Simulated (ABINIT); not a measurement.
# GaF (Pm-3m) in ABINIT: single point with WC

Aim: the single point of GaF with WC.

Program: ABINIT 10.8.3 (patched build). These are calculated values, not measurements. Logs are shortened: lines on timing, memory, paths and dates and some standing lists are left out, and cuts for length are marked. The log counts tension as positive stress, the text compression.

**1. The undisturbed crystal**

Symmetry: Pm-3m, No. 221, cubic system. The conventional cell has a = 3.166 Å, b = 3.166 Å, c = 3.166 Å, α = 90.00°, β = 90.00°, γ = 90.00°. Ga (site symmetry m-3m) is surrounded by 8 F at 2.74 Å. F (site symmetry m-3m) has 8 Ga at 2.74 Å as nearest neighbours.

The cell was built by a generator and needn't be a form met in nature.

**2. Single point, WC (cell relaxed)**

File run.abi:

```
# Pseudopotentials
pp_dirpath "./"
pseudos "Ga.upf, F.upf"

# Structure
acell 5.8198318192 5.8198318192 5.8198318192
rprim
     1.0000000000     0.0000000000     0.0000000000
     0.0000000000     1.0000000000     0.0000000000
     0.0000000000     0.0000000000     1.0000000000
ntypat 2
znucl 31 9
natom 2
typat 1 2
xred
     0.0000000000     0.0000000000     0.0000000000
     0.5000000000     0.5000000000     0.5000000000
chkprim 0
chksymtnons 0
tolsym 1.0e-6

# Plane-wave basis
ecut 42.0

# k points
kptopt 1
ngkpt 6 6 6
nshiftk 1
shiftk 0.0 0.0 0.0

# Exchange and correlation
ixc 23

# Bands and occupations
nband 14
occopt 3
tsmear 0.05 eV

# SCF cycle
nstep 100
tolvrs 1.0e-10

# Output
iomode 3
prtwf 0
prtden 0
prteig 0
prtebands 0
```

Potentials or basis: PseudoDojo NC SR PBEsol v0.4.1 standard.

Started as:

```console
$ abinit run.abi > log 2>&1
```

run.abo:

```text
.Version 10.8.3 of ABINIT
 Symmetries : space group Pm -3 m (#221); Bravais cP (primitive cubic)
================================================================================
 Values of the parameters that define the memory need of the present run
     intxc =       0    ionmov =       0      iscf =       7    lmnmax =       6
     lnmax =       6     mgfft =      36  mpssoang =       3    mqgrid =    3001
     natom =       2  nloc_mem =       1    nspden =       1   nspinor =       1
    nsppol =       1      nsym =      48    n1xccc =    2501    ntypat =       2
    occopt =       3   xclevel =       2
       mpw =        2578          nfft =       46656          nkpt =          20
================================================================================
================================================================================

--------------------------------------------------------------------------------
------------- Echo of variables that govern the present computation ------------
--------------------------------------------------------------------------------
 -outvars: echo values of preprocessed input variables --------
            acell      5.8198318192E+00  5.8198318192E+00  5.8198318192E+00 Bohr
              amu      6.97230000E+01  1.89984032E+01
          chkprim           0
      chksymtnons           0
             ecut      4.20000000E+01 Hartree
              ixc          23
         kptrlatt        6    0    0      0    6    0      0    0    6
          kptrlen      3.49189909E+01
            natom           2
            nband          14
            ngfft          36      36      36
             nkpt          20
            nstep         100
             nsym          48
           ntypat           2
           occopt           3
           prtden           0
        prtebands           0
           prteig           0
            prtwf           0
          spgroup         221
           tolsym      1.00000000E-06
           tolvrs      1.00000000E-10
           tsmear      1.83746611E-03 Hartree
            typat      1  2
           xangst      0.0000000000E+00  0.0000000000E+00  0.0000000000E+00
                       1.5398611840E+00  1.5398611840E+00  1.5398611840E+00
            xcart      0.0000000000E+00  0.0000000000E+00  0.0000000000E+00
                       2.9099159096E+00  2.9099159096E+00  2.9099159096E+00
             xred      0.0000000000E+00  0.0000000000E+00  0.0000000000E+00
                       5.0000000000E-01  5.0000000000E-01  5.0000000000E-01
            znucl       31.00000    9.00000

================================================================================

 chkinp: Checking input parameters for consistency.

================================================================================
== DATASET  1 ==================================================================

--- !DatasetInfo
iteration_state: {dtset: 1, }
dimensions: {natom: 2, nkpt: 20, mband: 14, nsppol: 1, nspinor: 1, nspden: 1, mpw: 2578, }
cutoff_energies: {ecut:  42.0, pawecutdg:  -1.0, }
electrons: {nelect:   2.00000000E+01, charge:   0.00000000E+00, occopt:   3.00000000E+00, tsmear:   1.83746611E-03, }
meta: {optdriver: 0, ionmov: 0, optcell: 0, iscf: 7, paral_kgb: 0, }
...

 Exchange-correlation functional for the present dataset will be:
  GGA: Wu Cohen functional - ixc=23
  Z. Wu and R. E. Cohen, PRB 73, 235116 (2006)

 Real(R)+Recip(G) space primitive vectors, cartesian coordinates (Bohr,Bohr^-1):
 R(1)=  5.8198318  0.0000000  0.0000000  G(1)=  0.1718263  0.0000000  0.0000000
 R(2)=  0.0000000  5.8198318  0.0000000  G(2)=  0.0000000  0.1718263  0.0000000
 R(3)=  0.0000000  0.0000000  5.8198318  G(3)=  0.0000000  0.0000000  0.1718263
 Unit cell volume ucvol=  1.9712028E+02 bohr^3
 Angles (23,13,12)=  9.00000000E+01  9.00000000E+01  9.00000000E+01 degrees

 getcut: wavevector=  0.0000  0.0000  0.0000  ngfft=  36  36  36
         ecut(hartree)=     42.000   => boxcut(ratio)=   2.12032

--- Pseudopotential description ------------------------------------------------
- pspini: atom type   1  psp file is ./Ga.upf
12 -116133 2 -1 1902                          pspcod,pspxc,lmax,lloc,mmax
     nproj     2     2     2

- pspini: atom type   2  psp file is ./F.upf
12 -116133 2 -1 832                           pspcod,pspxc,lmax,lloc,mmax
     nproj     2     2     1

   5.88158668E+02                                ecore*ucvol(ha*bohr**3)
--------------------------------------------------------------------------------

================================================================================

--- !BeginCycle
iteration_state: {dtset: 1, }
solver: {iscf: 7, nstep: 100, nline: 4, wfoptalg: 0, }
tolerances: {tolvrs: 1.00E-10, }
...

     iter   Etot(hartree)      deltaE(h)  residm     vres2
 ETOT  1  -100.40633887241    -1.004E+02 5.840E-01 4.555E+02
 ETOT  2  -100.76049191576    -3.542E-01 2.935E-02 1.070E+03
 ETOT  3  -101.06323910238    -3.027E-01 1.136E-02 1.637E+01
 ETOT  4  -101.06674574701    -3.507E-03 4.538E-03 2.461E+00
 ETOT  5  -101.06714972438    -4.040E-04 7.501E-04 3.523E-02
 ETOT  6  -101.06715376601    -4.042E-06 5.315E-04 2.203E-03
 ETOT  7  -101.06715398120    -2.152E-07 1.461E-04 2.522E-04
 ETOT  8  -101.06715402183    -4.063E-08 2.011E-04 2.678E-06
 ETOT  9  -101.06715402204    -2.050E-10 5.389E-05 3.597E-07
 ETOT 10  -101.06715402211    -6.935E-11 7.367E-05 1.543E-09
 ETOT 11  -101.06715402211     4.974E-13 1.920E-05 6.911E-12

 At SCF step   11       vres2   =  6.91E-12 < tolvrs=  1.00E-10 =>converged.

 Cartesian components of stress tensor (hartree/bohr^3)
  sigma(1 1)=  4.64724605E-07  sigma(3 2)=  0.00000000E+00
  sigma(2 2)=  4.64724605E-07  sigma(3 1)=  0.00000000E+00
  sigma(3 3)=  4.64724605E-07  sigma(2 1)=  0.00000000E+00

--- !ResultsGS
iteration_state: {dtset: 1, }
comment   : Summary of ground state results
lattice_vectors:
- [  5.8198318,   0.0000000,   0.0000000, ]
- [  0.0000000,   5.8198318,   0.0000000, ]
- [  0.0000000,   0.0000000,   5.8198318, ]
lattice_lengths: [   5.81983,    5.81983,    5.81983, ]
lattice_angles: [ 90.000,  90.000,  90.000, ] # degrees, (23, 13, 12)
lattice_volume:   1.9712028E+02
convergence: {deltae:  4.974E-13, res2:  6.911E-12, residm:  1.920E-05, diffor: null, }
etotal    :  -1.01067154E+02
entropy   :   0.00000000E+00
fermie    :   1.29139793E-01
cartesian_stress_tensor: # hartree/bohr^3
- [  4.64724605E-07,   0.00000000E+00,   0.00000000E+00, ]
- [  0.00000000E+00,   4.64724605E-07,   0.00000000E+00, ]
- [  0.00000000E+00,   0.00000000E+00,   4.64724605E-07, ]
pressure_GPa:  -1.3673E-02
xred      :
- [  0.0000E+00,   0.0000E+00,   0.0000E+00, Ga]
- [  5.0000E-01,   5.0000E-01,   5.0000E-01,  F]
cartesian_forces: # hartree/bohr
- [ -0.00000000E+00,  -0.00000000E+00,  -0.00000000E+00, ]
- [ -0.00000000E+00,  -0.00000000E+00,  -0.00000000E+00, ]
force_length_stats: {min:   0.00000000E+00, max:   0.00000000E+00, mean:   0.00000000E+00, }
...

 Integrated electronic density in atomic spheres:
 ------------------------------------------------
 Atom  Sphere_radius  Integrated_density
    1        2.00000         10.74605551
    2        2.00000          6.95170209
================================================================================

 ----iterations are completed or convergence reached----

 Mean square residual over all n,k,spin=   69.929E-09; max=  19.197E-06
 reduced coordinates (array xred) for    2 atoms
       0.000000000000      0.000000000000      0.000000000000
       0.500000000000      0.500000000000      0.500000000000
 rms dE/dt=  0.0000E+00; max dE/dt=  0.0000E+00; dE/dt below (all hartree)
    1       0.000000000000      0.000000000000      0.000000000000
    2       0.000000000000      0.000000000000      0.000000000000

 cartesian coordinates (angstrom) at end:
    1      0.00000000000000     0.00000000000000     0.00000000000000
    2      1.53986118395973     1.53986118395973     1.53986118395973

 cartesian forces (hartree/bohr) at end:
    1     -0.00000000000000    -0.00000000000000    -0.00000000000000
    2     -0.00000000000000    -0.00000000000000    -0.00000000000000
 frms,max,avg= 0.0000000E+00 0.0000000E+00   0.000E+00  0.000E+00  0.000E+00 h/b

 cartesian forces (eV/Angstrom) at end:
    1     -0.00000000000000    -0.00000000000000    -0.00000000000000
    2     -0.00000000000000    -0.00000000000000    -0.00000000000000
 frms,max,avg= 0.0000000E+00 0.0000000E+00   0.000E+00  0.000E+00  0.000E+00 e/A
 length scales=  5.819831819200  5.819831819200  5.819831819200 bohr
              =  3.079722367919  3.079722367919  3.079722367919 angstroms
 Fermi (or HOMO) energy (hartree) =   0.12914   Average Vxc (hartree)=  -0.39836
 Eigenvalues (hartree) for nkpt=  20  k points:
 kpt#   1, nband= 14, wtk=  0.00463, kpt=  0.0000  0.0000  0.0000 (reduced coord)
  -0.70441   -0.40302   -0.40302   -0.39522   -0.39522   -0.39522   -0.10717   -0.01591
  -0.01591   -0.01591    0.44850    0.44850    0.44850    0.48437
      occupation numbers for kpt#   1
   2.00000    2.00000    2.00000    2.00000    2.00000    2.00000    2.00000    2.00000
   2.00000    2.00000    0.00000    0.00000    0.00000    0.00000
 prteigrs : prtvol=0 or 1, do not print more k-points.

--- !EnergyTerms
iteration_state     : {dtset: 1, }
comment             : Components of total free energy in Hartree
kinetic             :  7.86867063263002E+01
hartree             :  2.61509621650118E+01
xc                  : -2.62165511793565E+01
Ewald energy        : -6.56791485408390E+01
psp_core            :  2.98375526340608E+00
local_psp           : -7.63275480091786E+01
non_local_psp       : -4.06652974848635E+01
internal            : -1.01067121459519E+02
'-kT*entropy'       : -3.25625884985835E-05
total_energy        : -1.01067154022108E+02
total_energy_eV     : -2.75017736487763E+03
band_energy         : -5.56352905728550E+00
...

 Cartesian components of stress tensor (hartree/bohr^3)
  sigma(1 1)=  4.64724605E-07  sigma(3 2)=  0.00000000E+00
  sigma(2 2)=  4.64724605E-07  sigma(3 1)=  0.00000000E+00
  sigma(3 3)=  4.64724605E-07  sigma(2 1)=  0.00000000E+00

-Cartesian components of stress tensor (GPa)         [Pressure= -1.3673E-02 GPa]
- sigma(1 1)=  1.36726699E-02  sigma(3 2)=  0.00000000E+00
- sigma(2 2)=  1.36726699E-02  sigma(3 1)=  0.00000000E+00
- sigma(3 3)=  1.36726699E-02  sigma(2 1)=  0.00000000E+00

== END DATASET(S) ==============================================================
================================================================================

 -outvars: echo values of variables after computation  --------
            acell      5.8198318192E+00  5.8198318192E+00  5.8198318192E+00 Bohr
           etotal     -1.0106715402E+02
            fcart     -0.0000000000E+00 -0.0000000000E+00 -0.0000000000E+00
                      -0.0000000000E+00 -0.0000000000E+00 -0.0000000000E+00
           strten      4.6472460521E-07  4.6472460522E-07  4.6472460523E-07
                       0.0000000000E+00  0.0000000000E+00  0.0000000000E+00
           xangst      0.0000000000E+00  0.0000000000E+00  0.0000000000E+00
                       1.5398611840E+00  1.5398611840E+00  1.5398611840E+00
             xred      0.0000000000E+00  0.0000000000E+00  0.0000000000E+00
                       5.0000000000E-01  5.0000000000E-01  5.0000000000E-01
 Calculation completed.
```

Wall time 17 s (1 thread of Arm Neoverse V2, shared host); peak memory 0.07 GiB.

Results:

```
Free energy                                           : -2750.1774 eV
Pressure                                              : 0.0 GPa
Band gap on the k mesh                                : none (metal or under the smearing width)
Valence electrons inside the program's atomic spheres : Ga 10.75; F 6.95
```

Levels at points of the mesh, in eV from the Fermi level:
```tsv
k point	band 8	band 9	band 10	band 11	band 12	band 13
(0.00, 0.00, 0.00)	-3.95	-3.95	-3.95	8.69	8.69	8.69
(0.50, 0.00, 0.00)	-3.63	-3.63	-0.78	0.03	8.77	8.77
(0.50, 0.50, 0.00)	-5.57	-3.53	-2.70	3.43	3.43	9.16
(0.50, 0.50, 0.50)	-4.58	-4.58	0.37	2.10	2.10	2.10
```

Caveat: the potentials were made for another functional, which shifts forces and pressure.
